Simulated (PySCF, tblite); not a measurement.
# C5H6SSi: geometry, infrared bands and NMR shifts

Aim: predict the infrared bands and NMR shifts of C5H6SSi (`C#CC#CCS[SiH3]`).

Programs: tblite 0.8.0 and PySCF 2.14.0, with density-fitted response routines of our own. Each step states its level of theory. These are calculated values for one molecule in the gas phase, unless marked as measured. Atoms count from 0, in the outputs and in this text.

## Step 1: The starting structure

13 atoms, charge 0, multiplicity 1; geometry from: force field or distance geometry start.

Bonds of the start (Å): C0–C1 1.22, C1–C2 1.41, C2–C3 1.21, C3–C4 1.49, C4–S5 1.84, S5–Si6 2.15, C0–H7 1.07, C4–H8 1.09, C4–H9 1.09, Si6–H10 1.47, Si6–H11 1.48, Si6–H12 1.46.

## Step 2: Relaxing the molecule with GFN2-xTB

Job settings and geometry (Å):

```
{"job": {"kind": "relax", "xc": "GFN2-xTB", "basis": "xTB"}, "charge": 0, "multiplicity": 1}
C      3.723400     1.487800     0.016300
C      2.755100     0.752400     0.058300
C      1.645600    -0.119400     0.151800
C      0.687400    -0.852200     0.223400
C     -0.487100    -1.764800     0.356600
S     -1.653400    -1.302300    -0.993500
Si    -2.387200     0.679400    -0.610200
H      4.571800     2.143400    -0.012400
H     -0.099900    -2.780400     0.243600
H     -1.025400    -1.639900     1.301900
H     -3.694800     0.939100    -1.227200
H     -2.621700     0.742000     0.848900
H     -1.418000     1.715400    -0.958900
```

Started as:

```sh
> OMP_NUM_THREADS=1 python probes_run.py task.json out
```

This one command runs all jobs of the session in turn.

**Question.** This job is followed by: GFN2-xTB harmonic vibrations, gas phase; GIAO PBE0/pcSseg-1 NMR shielding, non-relativistic, gas phase. What will the session give for the following? strongest single infrared mode (GFN2-xTB); zero-point energy (GFN2-xTB); ¹³C shifts against TMS (PBE0/pcSseg-1); ¹H shifts against TMS (PBE0/pcSseg-1, means over atoms taken as alike); ³³S shifts against CS2 (PBE0/pcSseg-1); ²⁹Si shifts against TMS (PBE0/pcSseg-1).

The runs gave:

```
                                                              quantity                             value
                             strongest single infrared mode (GFN2-xTB)              770 cm⁻¹, 412 km/mol
                                          zero-point energy (GFN2-xTB)                     50.5 kcal/mol
                                ¹³C shifts against TMS (PBE0/pcSseg-1)  79.7, 76.2, 75.8, 73.6, 22.6 ppm
¹H shifts against TMS (PBE0/pcSseg-1, means over atoms taken as alike)              4.62, 3.38, 1.48 ppm
                                ³³S shifts against CS2 (PBE0/pcSseg-1)                          -123 ppm
                               ²⁹Si shifts against TMS (PBE0/pcSseg-1)                         -56.0 ppm
```

**Reading.** The optimisation took 65 steps and gained 0.335 eV; among the close pairs (by a distance rule), C3–C4 changed most, from 1.493 to 1.431 Å. No mode is imaginary among the 33: a minimum at this level. The strongest single mode, at 770 cm⁻¹, is spread over several atoms, H10, H12, H11 among them. GFN2-xTB is a fitted tight-binding method: band positions and strengths are rough. Its intensities can rank the bands wrongly. At PBE0/pcSseg-1: The largest span, 460 ppm, is at S5, where the paramagnetic term is -430 ppm.
